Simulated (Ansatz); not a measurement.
# C4H7FSi, SMILES F/C=C/C1C[SiH2]1: a single point in a Gaussian basis

With Ansatz's Python interface.

Typed at the interpreter:
```pycon
>>> import ansatz as az
>>> import numpy as np
>>> SETTINGS = {
...     "basis_set": "def2-SVPD",
...     "functional": "r2SCAN",
... }
>>> geometry_ang = [
...     ("F", [3.2055, 0.4679, -0.0861]),
...     ("C", [1.8517, 0.4087, -0.1822]),
...     ("C", [1.167, -0.4557, 0.5808]),
...     ("C", [-0.3387, -0.6229, 0.5731]),
...     ("C", [-1.0088, -0.6018, -0.7522]),
...     ("Si", [-1.3893, 0.932, 0.3043]),
...     ("H", [1.3549, 1.0684, -0.884]),
...     ("H", [1.7268, -1.0906, 1.2605]),
...     ("H", [-0.763, -1.3576, 1.2897]),
...     ("H", [-1.8596, -1.3096, -0.839]),
...     ("H", [-0.3608, -0.4103, -1.6327]),
...     ("H", [-0.7867, 2.1033, -0.3486]),
...     ("H", [-2.7992, 0.8683, 0.7162]),
... ]
>>> mol = az.Crystal.molecule()
>>> for symbol, xyz in geometry_ang:
...     mol = mol.atom(symbol, xyz)
...
>>> model = mol.calculation().basis(gaussian=SETTINGS["basis_set"]).functional(SETTINGS["functional"]).forces()
>>> trace = []
>>> res = model.session().plan().execute(on_event=trace.append)

>>> rep = res.report
>>> rep["free_energy_ev"]
-14842.450903237377
>>> rep["n_occupied"], rep["n_virtual"]
([27, 27], [156, 156])
>>> for event in trace:
...     if event["event"] == "mean_field_evaluation" and event["data"]["evaluation"] <= 25:
...         print("pass {evaluation:3d}  E = {energy_ev:.6f} eV  gradient {gradient_ev:.1e}".format(**event["data"]))
...
pass   1  E = -14831.488030 eV  gradient 6.5e+01
pass   2  E = -14800.090509 eV  gradient 1.2e+02
pass   3  E = -14841.375258 eV  gradient 2.0e+01
pass   4  E = -14842.107224 eV  gradient 1.3e+01
pass   5  E = -14842.453911 eV  gradient 5.0e+00
pass   6  E = -14842.527603 eV  gradient 1.1e+00
pass   7  E = -14842.530714 eV  gradient 2.2e-01
pass   8  E = -14842.533320 eV  gradient 2.5e-01
pass   9  E = -14842.533426 eV  gradient 1.2e-01
pass  10  E = -14842.533447 eV  gradient 5.4e-02
pass  11  E = -14842.450697 eV  gradient 2.9e-01
pass  12  E = -14842.450879 eV  gradient 6.1e-02
pass  13  E = -14842.450887 eV  gradient 2.6e-02
pass  14  E = -14842.450889 eV  gradient 8.7e-03
pass  15  E = -14842.450889 eV  gradient 3.4e-03
pass  16  E = -14842.450889 eV  gradient 5.4e-04
pass  17  E = -14842.450888 eV  gradient 2.0e-03
pass  18  E = -14842.450888 eV  gradient 1.8e-04
pass  19  E = -14842.450888 eV  gradient 1.3e-04
pass  20  E = -14842.450888 eV  gradient 4.4e-05
pass  21  E = -14842.450888 eV  gradient 1.6e-05
pass  22  E = -14842.450888 eV  gradient 1.6e-05
>>> for key in ("converged", "free_energy_ev", "reference_energy_ev", "n_frozen", "n_occupied", "n_virtual"):
...     print(f"{key:22s} {rep[key]}")
...
converged              True
free_energy_ev         -14842.450903237377
reference_energy_ev    -14842.450903237377
n_frozen               0
n_occupied             [27, 27]
n_virtual              [156, 156]
>>> state = rep["mean_field"]["state"]
>>> print(f"mean field: {state['energy']['hartree']:.7f} Ha, <S^2> = {abs(state['spin_squared']):.4f}, stability: {state.get('stability', {}).get('kind')}")
mean field: -545.4500101 Ha, <S^2> = 0.0000, stability: minimum
>>> symbols = [site.symbol for site in mol.cartesian_sites]
>>> forces = np.array(rep["forces_ev_ang"])
>>> print("largest force", round(float(np.linalg.norm(forces, axis=1).max()), 4), "eV/A, rms", round(float(np.sqrt((forces ** 2).mean())), 4))
largest force 1.5181 eV/A, rms 0.5023
>>> charges = rep["charge_distribution"]
>>> print("dipole moment", round(4.803205 * float(np.linalg.norm(charges["dipole_moment_e_ang"])), 3), "D")
dipole moment 1.851 D
>>> print("Mulliken:", [(s, round(q, 3)) for s, q in zip(symbols, charges["mulliken_charges_e"])])
Mulliken: [('F', -0.512), ('C', 0.444), ('C', 0.066), ('C', 0.072), ('C', 0.297), ('Si', -0.039), ('H', -0.088), ('H', -0.045), ('H', -0.08), ('H', -0.16), ('H', -0.153), ('H', 0.089), ('H', 0.109)]
```

Total energies depend on the basis set; only differences at equal settings carry meaning. The geometry is a force-field or estimated start, not a minimum of this method, and the basis set is short of its limit. Mulliken charges are unreliable in a basis with diffuse functions. Early passes use coarser integrals and grids, so their energies can't be compared with the last. Finished in 10 s on 1 thread of Intel(R) Xeon(R) 6975P-C (Granite Rapids) (shared host), peak memory 0.33 GiB.

(Lines on the test bed's own set-up are left out of the output.)
